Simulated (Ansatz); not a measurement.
Runs of Ansatz 0.2.0 on GaGe. It takes space group F-43m (No. 216, cubic). The conventional cell has a = 5.796 Å, b = 5.796 Å, c = 5.796 Å, α = 90.00°, β = 90.00°, γ = 90.00°. Ge (site symmetry -43m) has 4 Ga at 2.51 Å as nearest neighbours. Around Ga (site symmetry -43m) lie 4 Ge at 2.51 Å. The cell comes from a database or a generator and needn't be the stable form of this composition.

```tsv
task	level	potentials or basis	spin	cell	k mesh	cutoff (eV)	smearing	basis error allowed	gap on the mesh (eV)	pressure (GPa)
relaxation of the atoms	BLYP	all-electron LAPW, relativistic spinors	SOC, no magnetisation	atoms relaxed from: atoms moved at random, drawn with an rms of 0.05 Å	8 × 8 × 8	-	fermi-dirac 0.02 eV	0.001 eV/atom	-	3.3
single point	PBEsol	all-electron PAW datasets made for the crystal	off	as given	6 × 6 × 6	240	fermi-dirac 0.05 eV	-	none	-2.5
single point	HSE06	all-electron PAW datasets made for the crystal	off	as given	6 × 6 × 6	310	fermi-dirac 0.05 eV	-	none	-1.2
single point	PBE0	all-electron PAW datasets made for the crystal	off	as given	6 × 6 × 6	310	fermi-dirac 0.05 eV	-	none	(a)
```

Fill in the values left out.

(a) -1.4.

Caveats: the k mesh is thin for a metal, which can move the energy by tens of meV per atom (some runs).

A k mesh can miss the band edges, and rows without SOC leave out spin-orbit coupling on Ga, Ge.

A gap of «none» marks a metal or a gap under the smearing width.

The runs don't all hold the same shells in valence.
